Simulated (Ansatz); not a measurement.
**SiCl3 (SMILES Cl[Si](Cl)Cl): UBLYP/aug-cc-pVDZ**

Aim: the vertical ionisation energy of SiCl3 at UBLYP/aug-cc-pVDZ, from 2 runs. 

The calculation is run with Ansatz 0.2.0.

25 further runs of the same task are left out: 2 that didn't finish, 23 set aside as unsound or not needed.

### Step 1. The structure to begin with

The species is SiCl3 (4 atoms), meant as a doublet with charge 0. SMILES: `Cl[Si](Cl)Cl`. The shape is that of a PBE0-D4/def2-TZVP optimisation.

Bond lengths: Cl1–Si2 2.043 Å, Si2–Cl3 2.043 Å, Si2–Cl4 2.043 Å. Angles: Cl1–Si2–Cl3 109.4°, Cl1–Si2–Cl4 109.4°, Cl3–Si2–Cl4 109.5°.

### Step 2. A single-point energy at UBLYP/aug-cc-pVDZ

File molecule.yaml:

```yaml
crystal:
  periodic: [false, false, false]
  atoms:
    - {symbol: Cl, position_ang: [-1.524800, -0.591600, 1.030100]}
    - {symbol: Si, position_ang: [0.116100, 0.389400, 0.310600]}
    - {symbol: Cl, position_ang: [1.694700, -0.903800, 0.219000]}
    - {symbol: Cl, position_ang: [-0.286000, 1.105900, -1.559700]}
basis:
  gaussian:
    orbitals: aug-cc-pVDZ
magnetization:
  spin_polarized: true
  initial_magnetization: 1
hamiltonian:
  xc: {name: BLYP}
accuracy: high
output: {orbitals: {seedname: orbitals}}
```

Launch:

```sh
$ ansatz run molecule.yaml --threads 1 --pin off --max-ram 3480MiB --events-out events.jsonl --progress --plain --runs-dir runs
```

Log:

```text
Warning: RAYON_NUM_THREADS=1 ignored (pool sized by the plan → 1); use --threads N
Functional definition: BLYP
  name "BLYP"
  parameter beta = 0.0042
  parameter a = 0.04918
  parameter b = 0.132
  parameter c = 0.2533
  parameter d = 0.349
  exchange = b88_x(beta = beta)
  correlation = lyp_c(a = a, b = b, c = c, d = d)
2178 factors; integrals over basis functions are off by at most 3.2e-9 eV
mean field evaluation 1: about -45447.3584 eV, gradient 1.3e1 eV
mean field evaluation 2: about -45447.0939 eV, gradient 1.5e1 eV
mean field evaluation 4: about -45448.3685 eV, gradient 7.6e-1 eV
mean field evaluation 8: about -45448.3688 eV, gradient 6.5e-3 eV
mean field evaluation 16: about -45448.3688 eV, gradient 1.1e-6 eV
mean field -45448.36878599 eV, -1670.1967468744 hartree, gradient 2.8e-8 eV, S^2 0.751390; 0 other end points of the search recorded, 0 dependent functions left out
reference -45448.36883285 eV, -1670.1967485964 hartree; 33, 32 occupied and 75, 76 virtual orbitals, 2178 factors
Total energy: -45448.36883285 eV, -1670.1967485964 hartree
```

Wall time 20 s (1 thread of Arm Neoverse V2, shared host); peak memory 0.37 GiB.

### Step 3. The singlet cation, same level

File in.yaml:

```yaml
crystal:
  periodic: [false, false, false]
  atoms:
    - symbol: Cl
      position_ang: [-1.524800, -0.591600, 1.030100]
    - symbol: Si
      position_ang: [0.116100, 0.389400, 0.310600]
    - symbol: Cl
      position_ang: [1.694700, -0.903800, 0.219000]
    - symbol: Cl
      position_ang: [-0.286000, 1.105900, -1.559700]
basis:
  gaussian: {orbitals: aug-cc-pVDZ}
total_charge: 1
hamiltonian: {xc: {name: BLYP}}
accuracy: high
output: {orbitals: {seedname: orbitals}}
```

Launch:

```sh
$ ansatz run in.yaml --threads 1 --pin off --max-ram 3480MiB --events-out events.jsonl --progress --plain --runs-dir runs
```

Log (excerpt; [...] marks lines left out):

```text
Warning: RAYON_NUM_THREADS=1 ignored (pool sized by the plan → 1); use --threads N
[... 9 set-up lines as earlier in the session ...]
2178 factors; integrals over basis functions are off by at most 3.2e-9 eV
mean field evaluation 1: about -45435.7033 eV, gradient 3.6e1 eV
mean field evaluation 2: about -45427.8883 eV, gradient 6.2e1 eV
mean field evaluation 4: about -45439.5611 eV, gradient 2.9e0 eV
mean field evaluation 8: about -45439.5813 eV, gradient 5.5e-2 eV
mean field evaluation 16: about -45439.5813 eV, gradient 8.9e-7 eV
mean field -45439.58126823 eV, -1669.8738115531 hartree, gradient 6.3e-8 eV, S^2 0.000000; 0 other end points of the search recorded, 0 dependent functions left out
reference -45439.58132278 eV, -1669.8738135576 hartree; 32, 32 occupied and 76, 76 virtual orbitals, 2178 factors
Total energy: -45439.58132278 eV, -1669.8738135576 hartree
```

It took 11 s on 1 thread of Arm Neoverse V2, shared host; peak memory 0.3 GiB.

### Step 4. Results

Level: UBLYP/aug-cc-pVDZ.

| quantity | value |
| --- | --- |
| doublet SiCl3: total energy | -1670.19675 Eh |
| doublet SiCl3: HOMO energy (highest over α and β) | -5.77 eV |
| doublet SiCl3: LUMO energy (lowest over α and β) | -4.48 eV |
| doublet SiCl3: ⟨S²⟩ | 0.751 |
| singlet cation: total energy | -1669.87381 Eh |
| singlet cation: HOMO energy | -13.54 eV |
| singlet cation: LUMO energy | -11.69 eV |
| singlet cation: HOMO–LUMO gap | 1.85 eV |
| vertical ionisation energy (to the singlet cation) | 8.788 eV |

Removing an electron at fixed nuclei costs 8.79 eV (203 kcal/mol). Only the singlet of the ionised species was computed; a triplet could lie lower.
